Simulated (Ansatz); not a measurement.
# WS2 (P6_3/mmc): how the settings move a calculation

Question: which choices in the input matter for WS2 (P6_3/mmc)?

The COD entry's cell or inner coordinates are ideal or old and differ from later refinements, so a difference from it is no clean test against experiment.

Program: Ansatz 0.2.0. Level of theory: reference: DFT PBE, scalar-relativistic, plane waves, PAW. These are calculated values, not measurements.

8 further runs of the same task are left out: 4 for a known fault of the program, 2 that didn't finish, 2 set aside as unsound or not needed.

**1. The starting structure**

The structure is hexagonal, space group P6_3/mmc (No. 194). Conventional cell: a = 3.180 Å, b = 3.180 Å, c = 12.500 Å, α = 90.00°, β = 90.00°, γ = 120.00°. W (site symmetry -6m2) is surrounded by 6 S at 2.45 Å. Around S (site symmetry 3m) lie 3 W at 2.45 Å.

Coordinates:

```cif
data_structure
_symmetry_space_group_name_H-M 'P 1'
_symmetry_Int_Tables_number 1
_cell_length_a 3.1800
_cell_length_b 3.1800
_cell_length_c 12.5000
_cell_angle_alpha 90.000
_cell_angle_beta 90.000
_cell_angle_gamma 120.000
_cell_volume 109.47
loop_
_atom_site_label
_atom_site_type_symbol
_atom_site_fract_x
_atom_site_fract_y
_atom_site_fract_z
_atom_site_occupancy
W1 W 0.33333 0.66667 0.25000 1
W2 W 0.66667 0.33333 0.75000 1
S1 S 0.33333 0.66667 0.62000 1
S2 S 0.66667 0.33333 0.12000 1
S3 S 0.33333 0.66667 0.88000 1
S4 S 0.66667 0.33333 0.38000 1
```

**2. The reference run**

input.yaml reads:

```yaml
crystal:
  lattice:
    - [3.1799994882, 1.0e-10, 0.0]
    - [-1.5899997441, 2.7539603408, 0.0]
    - [0.0, 0.0, 12.499999323]
  atoms:
    - { symbol: W, position: [0.3333333333, 0.6666666667, 0.25], spin: 0.05 }
    - { symbol: W, position: [0.6666666667, 0.3333333333, 0.75], spin: -0.05 }
    - { symbol: S, position: [0.3333333333, 0.6666666667, 0.62] }
    - { symbol: S, position: [0.6666666667, 0.3333333333, 0.12] }
    - { symbol: S, position: [0.3333333333, 0.6666666667, 0.88] }
    - { symbol: S, position: [0.6666666667, 0.3333333333, 0.38] }
basis:
  ecutwfc: 420
  ecutrho_ratio: 4
kpoints:
  mp_grid: { grid: [8, 8, 2] }
hamiltonian:
  xc: pbe
scf:
  occupations: { method: gaussian, width: 0.05 }
  lower_state_search: "off"
output:
  forces: true
  stress: true
  eigenvalues: true
  populations: true
magnetization:
  spin_polarized: true
relax:
  f_tol: 0.015
  max_steps: 40
  cell: { stress_tol: 0.15, fix: [volume] }
checkpoint:
  read: start.run
  write: ck
  compress: false
  write_wavefunctions: false
  write_every: 100000
```

Command:

```sh
$ ansatz run input.yaml --threads 4 --pin off --max-ram 8192MiB --backend cpu --events-out ev --progress --plain --runs-dir out
```

**3. Changed: ecutwfc 58.8 Ry, xc rpbe, dispersion d3bjatm, lower_state_search left out**

input.yaml reads:

```yaml
crystal:
  lattice:
    - [3.169421534536, 4.983373926818e-11, 3.089874047516e-30]
    - [-1.584710767311, 2.744799564185, 1.700747829479e-19]
    - [8.052033084296e-33, 7.719554418453e-19, 12.58357612856]
  atoms:
    - { symbol: W, position: [0.3333333333333, 0.6666666666667, 0.25], spin: 2.0 }
    - { symbol: W, position: [0.6666666666667, 0.3333333333333, 0.75], spin: -2.0 }
    - { symbol: S, position: [0.3333333333333, 0.6666666666667, 0.6249776081159] }
    - { symbol: S, position: [0.6666666666667, 0.3333333333333, 0.1249777199593] }
    - { symbol: S, position: [0.3333333333333, 0.6666666666667, 0.8750223918841] }
    - { symbol: S, position: [0.6666666666667, 0.3333333333333, 0.3750222800407] }
basis:
  ecutwfc: "58.8 Ry"
  ecutrho_ratio: 4
kpoints:
  mp_grid: { grid: [8, 8, 2] }
hamiltonian:
  xc: rpbe
  dispersion: d3bjatm
scf:
  occupations: { method: gaussian, width: 0.05 }
output:
  forces: true
  stress: true
magnetization:
  spin_polarized: true
```

**4. Changing settings: basis.precision f64, occupations.method tetrahedron_uncorrected, eigensolver.kind davidson, accuracy high, width left out, lower_state_search left out**

input.yaml reads:

```yaml
crystal:
  lattice:
    - [3.169421534536, 4.983373926818e-11, 3.089874047516e-30]
    - [-1.584710767311, 2.744799564185, 1.700747829479e-19]
    - [8.052033084296e-33, 7.719554418453e-19, 12.58357612856]
  atoms:
    - { symbol: W, position: [0.3333333333333, 0.6666666666667, 0.25], spin: 2.0 }
    - { symbol: W, position: [0.6666666666667, 0.3333333333333, 0.75], spin: -2.0 }
    - { symbol: S, position: [0.3333333333333, 0.6666666666667, 0.6249776081159] }
    - { symbol: S, position: [0.6666666666667, 0.3333333333333, 0.1249777199593] }
    - { symbol: S, position: [0.3333333333333, 0.6666666666667, 0.8750223918841] }
    - { symbol: S, position: [0.6666666666667, 0.3333333333333, 0.3750222800407] }
basis:
  ecutwfc: 420
  ecutrho_ratio: 4
  precision: f64
kpoints:
  mp_grid: { grid: [8, 8, 2] }
hamiltonian:
  xc: pbe
scf:
  occupations: { method: tetrahedron_uncorrected }
  eigensolver: { kind: davidson }
output:
  forces: true
  stress: true
magnetization:
  spin_polarized: true
accuracy: high
```

**Question.** What will these runs give? Wanted: for each run, ending; energy change; pressure; gap; force.

The runs gave:

| run | ending | energy change | pressure (GPa) | gap (eV) | force (eV/Å) | cycles | time |
| --- | --- | --- | --- | --- | --- | --- | --- |
| reference | converged | 0 | 2.2 | 1.23 | 0.00 | - | 18 s |
| 1: ecutwfc 58.8 Ry, xc rpbe, dispersion d3bjatm, lower_state_search left out | converged | not comparable | -13.7 | 1.28 | 0.47 | 11 | 33 s |
| 2: basis.precision f64, occupations.method tetrahedron_uncorrected, eigensolver.kind davidson, accuracy high, width left out, lower_state_search left out | converged | 0.0 meV/atom (σ→0) | 2.2 | 1.23 | 0.00 | 16 | 12 s |

Times don't compare one to one where runs were asked for different outputs or read a saved state (see the inputs); cycles may leave out searches for a lower state.

«basis.precision f64, occupations.method tetrahedron_uncorrected, eigensolver.kind davidson, accuracy high, width left out, lower_state_search left out» leaves the energy as it was. The pressure spans -13.7 to 2.2 GPa over the reference and the converged variants. The gap spans 1.23 to 1.28 eV over the reference and the converged variants. Of the variants the dearest is «ecutwfc 58.8 Ry, xc rpbe, dispersion d3bjatm, lower_state_search left out» (33 s), the cheapest «basis.precision f64, occupations.method tetrahedron_uncorrected, eigensolver.kind davidson, accuracy high, width left out, lower_state_search left out» (12 s), on a shared host. The gap of the reference lacks spin-orbit coupling, though the cell holds W.

These are semilocal Kohn-Sham gaps, which aren't the measured quantity. Such gaps usually fall short of the measured ones.
